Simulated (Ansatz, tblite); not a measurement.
# The cluster In2PF3: spin-state energies by level

Aim: set other spin states of the cluster In2PF3 against its singlet, on many levels of theory.

The runs use Ansatz 0.2.0, Gaussian basis; as each input shows.

Levels to be run: triplet, at the geometry of the singlet (GFN1-xTB, GFN2-xTB, PBE0-D4/def2-TZVP, PBE-D4/def2-TZVP, r2SCAN-D4/def2-TZVP); the singlet's energies come from earlier runs.

4 further runs of the same task are left out: 4 set aside as unsound or not needed. Runs told in other sessions of the task aren't counted.

### 1 The relaxed structure

The geometry is that of the singlet, from an earlier relaxation (r2SCAN-D4/def2-SVP). At that level it is the lowest of the isomers that a small search found.

6 atoms, charge 0, spin multiplicity 1.

Bond lengths: In1–P3 2.412 Å, In1–F4 2.161 Å, In1–F6 1.939 Å, In2–P3 2.412 Å, In2–F4 2.161 Å, In2–F5 1.939 Å. Angles: P3–In1–F4 94.6°, P3–In1–F6 161.3°, F4–In1–F6 104.1°, P3–In2–F4 94.6°, P3–In2–F5 161.4°, F4–In2–F5 104.1°, In1–P3–In2 79.6°, In1–F4–In2 91.3°.

In takes a core potential in the def2 sets. No spin-orbit coupling is included.

### 2 Triplet at the fixed geometry, GFN1-xTB

Tight binding, by tblite at 300 K electronic temperature and without a spin-polarisation term:

```python
tblite.interface.Calculator('GFN1-xTB', numbers, positions, charge=0, uhf=2).singlepoint()
```

Energy -574.3672 eV; 0.005 s.

### 3 Triplet at the fixed geometry, GFN2-xTB

Tight binding, by tblite at 300 K electronic temperature and without a spin-polarisation term:

```python
tblite.interface.Calculator('GFN2-xTB', numbers, positions, charge=0, uhf=2).singlepoint()
```

Energy -523.8699 eV; 0.004 s.

### 4 Triplet at the fixed geometry, PBE0-D4/def2-TZVP

in.yaml

```yaml
crystal:
  periodic: [false, false, false]
  atoms:
    - {symbol: In, position_ang: [-0.100034, -0.109840, -1.562765]}
    - {symbol: In, position_ang: [0.145935, 0.651786, 1.420654]}
    - {symbol: P, position_ang: [0.180680, 2.056862, -0.539981]}
    - {symbol: F, position_ang: [-0.110096, -1.184584, 0.311523]}
    - {symbol: F, position_ang: [0.196236, 0.081068, 3.272987]}
    - {symbol: F, position_ang: [-0.312721, -1.495280, -2.902418]}
basis:
  gaussian: {orbitals: def2-TZVP}
magnetization: {spin_polarized: true, initial_magnetization: 2}
hamiltonian: {xc: pbe0, dispersion: d4}
scf: {omitted_lower_state_checks: [starts]}
output: {orbitals: {seedname: orbitals}}
```

The run is started by

```bash
ansatz run in.yaml --threads 4 --pin off --events-out ev --progress --plain --max-ram 4787MiB
```

Log:

```text
Functional definition: PBE0
  name "PBE0"
  cite "Adamo & Barone, J. Chem. Phys. 110, 6158 (1999) doi:10.1063/1.478522"
  cite "Perdew, Burke & Ernzerhof, Phys. Rev. Lett. 77, 3865 (1996) doi:10.1103/PhysRevLett.77.3865"
  parent pbe
  parameter a = 0.25
  parameter kappa = 0.804
  parameter beta = 0.06672455060314922
  exchange = (1 - a)*pbe_x(kappa = kappa, mu = beta*pi^2/3) + a*exact_x
  correlation = pbe_c(beta = beta)
these checks for a lower state are left out or cut short: starts
1712 factors; their error is unknown
mean field evaluation 1: about -27773.0389 eV, gradient 5.1e1 eV
mean field evaluation 2: about -27698.7187 eV, gradient 1.5e2 eV
mean field evaluation 4: about -27781.0408 eV, gradient 7.6e0 eV
mean field evaluation 8: about -27781.2420 eV, gradient 1.1e-1 eV
mean field evaluation 16: about -27781.3741 eV, gradient 5.8e-4 eV
mean field -27781.37410680 eV, -1020.9466675331 hartree, gradient 5.0e-5 eV, S^2 2.007017; 0 other end points of the search recorded, 0 dependent functions left out
reference -27781.37415967 eV, -1020.9466694762 hartree; 43, 41 occupied and 187, 189 virtual orbitals, 1712 factors
Total energy: -27781.53602820 eV, -1020.9526180350 hartree
Checks for a lower state left out: starts
```

Wall time 11 s (4 threads of Arm Neoverse V2, shared host); peak memory 1.1 GiB.

From the report: HOMO -4.68 eV, LUMO -5.10 eV (over both spins; with the spin held, an empty level of the minority spin lies below the top filled one); ⟨S²⟩ 2.007 (pure: 2.00).

### 5 Triplet at the fixed geometry, PBE-D4/def2-TZVP

start.molden holds the orbitals of an earlier run on this state, given as this run's starting guess.

Edit in.yaml of step 4 so:

```diff
@@ -10,5 +10,5 @@
 basis:
-  gaussian: {orbitals: def2-TZVP}
+  gaussian: {orbitals: def2-TZVP, initial_orbitals: start.molden}
 magnetization: {spin_polarized: true, initial_magnetization: 2}
-hamiltonian: {xc: pbe0, dispersion: d4}
+hamiltonian: {xc: pbe, dispersion: d4}
 scf: {omitted_lower_state_checks: [starts]}
```

The command is unchanged.

Log:

```text
Functional definition: PBE
  name "PBE"
  cite "Perdew, Burke & Ernzerhof, Phys. Rev. Lett. 77, 3865 (1996) doi:10.1103/PhysRevLett.77.3865"
  parent pbe
  parameter kappa = 0.804
  parameter beta = 0.06672455060314922
  exchange = pbe_x(kappa = kappa, mu = beta*pi^2/3)
  correlation = pbe_c(beta = beta)
these checks for a lower state are left out or cut short: starts
1514 factors; their error is unknown
mean field evaluation 1: about -27781.0250 eV, gradient 9.0e0 eV
mean field evaluation 2: about -27781.2605 eV, gradient 2.9e-1 eV
mean field evaluation 4: about -27781.2514 eV, gradient 1.6e-1 eV
mean field evaluation 8: about -27781.2515 eV, gradient 2.3e-5 eV
mean field -27781.25146369 eV, -1020.9421604820 hartree, gradient 2.3e-5 eV, S^2 2.004162; 0 other end points of the search recorded, 0 dependent functions left out
reference -27781.25153623 eV, -1020.9421631476 hartree; 43, 41 occupied and 187, 189 virtual orbitals, 1514 factors
Total energy: -27781.43985364 eV, -1020.9490836849 hartree
Checks for a lower state left out: starts
```

Run time: 4.4 s. Hardware: 4 threads of Arm Neoverse V2, shared host.

Report: HOMO -4.03 eV, LUMO -5.98 eV (over both spins; with the spin held, an empty level of the minority spin lies below the top filled one); ⟨S²⟩ 2.004 (pure: 2.00).

### 6 Triplet at the fixed geometry, r2SCAN-D4/def2-TZVP

Edit in.yaml of step 5 so:

```diff
@@ -12,3 +12,3 @@
 magnetization: {spin_polarized: true, initial_magnetization: 2}
-hamiltonian: {xc: pbe, dispersion: d4}
+hamiltonian: {xc: r2scan, dispersion: d4}
 scf: {omitted_lower_state_checks: [starts]}
```

The command is unchanged.

Log:

```text
Functional definition: r2SCAN
  name "r2SCAN"
  cite "Furness, Kaplan, Ning, Perdew & Sun, J. Phys. Chem. Lett. 11, 8208 (2020) doi:10.1021/acs.jpclett.0c02405"
  cite "Furness, Kaplan, Ning, Perdew & Sun, J. Phys. Chem. Lett. 11, 9248 (2020) doi:10.1021/acs.jpclett.0c03077"
  parent r2scan
  parameter k0 = 0.174
  parameter k1 = 0.065
  parameter a1 = 4.9479
  exchange = r2scan_x(k0 = k0, k1 = k1, a1 = a1)
  correlation = r2scan_c
these checks for a lower state are left out or cut short: starts
1514 factors; their error is unknown
mean field evaluation 1: about -27792.7040 eV, gradient 5.5e0 eV
mean field evaluation 2: about -27792.7803 eV, gradient 1.2e-1 eV
mean field evaluation 4: about -27792.7775 eV, gradient 1.0e-3 eV
mean field -27792.77753701 eV, -1021.3657358640 hartree, gradient 1.7e-5 eV, S^2 2.010034; 0 other end points of the search recorded, 0 dependent functions left out
reference -27792.77756856 eV, -1021.3657370234 hartree; 43, 41 occupied and 187, 189 virtual orbitals, 1514 factors
Total energy: -27792.81786945 eV, -1021.3672180537 hartree
Checks for a lower state left out: starts
```

It took 12 s on 4 threads of Arm Neoverse V2, shared host.

HOMO -4.15 eV, LUMO -5.70 eV (over both spins; with the spin held, an empty level of the minority spin lies below the top filled one); ⟨S²⟩ 2.010 (pure: 2.00).

### 7 Triplet less singlet, vertical

The singlet's energies are those of its earlier runs, whose logs aren't repeated here.

```tsv
level	triplet less singlet, vertical (eV)	time
GFN1-xTB	+2.338	0.01 s
GFN2-xTB	+1.897	0.008 s
PBE-D4/def2-TZVP	+2.192	6.9 s
r2SCAN-D4/def2-TZVP	+2.218	19 s
PBE0-D4/def2-TZVP	+2.281	16 s
```

Times add the two runs; a level without a time comes out of a correlated run. Tight binding without a spin term can't rank spin states.

### 8 What came out

```
                                                quantity                                   value
triplet less singlet, vertical, functionals in def2-TZVP  +2.192 (PBE-D4) to +2.281 eV (PBE0-D4)
```

In words: All functionals put the triplet above the singlet, over a spread of 0.088 eV. The checks for a lower triplet were left out, so another state of that spin may lie lower. These are electronic energies, without zero-point motion, entropy or surroundings.
